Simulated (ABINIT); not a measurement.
MgC2:

```
Mg C
1.0
     0.00000    2.55101    2.55101
     2.55101    0.00000    2.55101
     2.55101    2.55101    0.00000
Mg C
1 2
Direct
  0.50000 0.50000 0.50000
  0.75000 0.75000 0.75000
  0.25000 0.25000 0.25000
```

The cell was built by a generator and needn't be a form met in nature.

Base run:

* Program: ABINIT 10.8.3 (patched build)
* Functional: PBEsol
* Potentials or basis: PseudoDojo NC SR PBEsol v0.4 stringent
* Cutoff: 1143 eV
* k mesh: 7 × 7 × 7
* Occupations: fermi-dirac, width 0.05 eV
* Spin: no spin polarisation

Its results: band gap on the k mesh none (metal or under the smearing width); pressure -3.3 GPa.

Problem. The run is repeated on the same cell with these changes: functional from PBEsol to WC; potentials or basis from PseudoDojo NC SR PBEsol v0.4 stringent to PseudoDojo NC SR PBEsol v0.4.1 standard. What comes out?

Solution. Band gap on the k mesh none (metal or under the smearing width); pressure -2.7 GPa.

Caveats: the potentials were made for another functional, which shifts forces and pressure (some runs).

Not every run made on this cell is shown here.
